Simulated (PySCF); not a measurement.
# ErH7O7 ([Er(OH)7]4-): the cost of one run

Programs: PySCF 2.14.0, with routines of our own; each step states its level. All values are computed. Atoms count from 0.

## (1) The starting structure

15 atoms, charge -4, states of the metal's open shell are computed; geometry from: model geometry, bond lengths from ionic radii.

## (2) Ligand-field states: state-averaged CASSCF in water

Job settings and geometry (Å):

```
{"job": {"kind": "lf", "basis": {"metal": "x2c-TZVPall", "ligand": "x2c-SVPall"}, "nevpt": false, "solvent": "water"}, "charge": -4, "metal": "Er", "open_shell": "f11"}
Er     0.000000     0.000000     0.000000
O      0.000000     0.000000     2.320000
H      0.800000     0.000000     2.860000
O      0.000000     0.000000    -2.320000
H     -0.800000     0.000000    -2.860000
O      2.320000     0.000000     0.000000
H      2.860000     0.800000     0.000000
O      0.716919     2.206451     0.000000
H      0.122943     2.967235     0.000000
O     -1.876919     1.363662     0.000000
H     -2.784017     1.033852     0.000000
O     -1.876919    -1.363662     0.000000
H     -1.843560    -2.328279     0.000000
O      0.716919    -2.206451     0.000000
H      1.644634    -2.472808     0.000000
```

Level: state-averaged CASSCF of the metal f shell, state-interaction spin-orbit coupling.

On the command line:

```console
> OMP_NUM_THREADS=1 python lf_run.py task.json out
```

The driver reads the jobs from task.json and runs them one after another.

**Question.** How long does this first job take on 1 thread of Arm Neoverse V1, shared host, and how much memory does it need?

About 54 s, with a peak of 0.74 GiB.
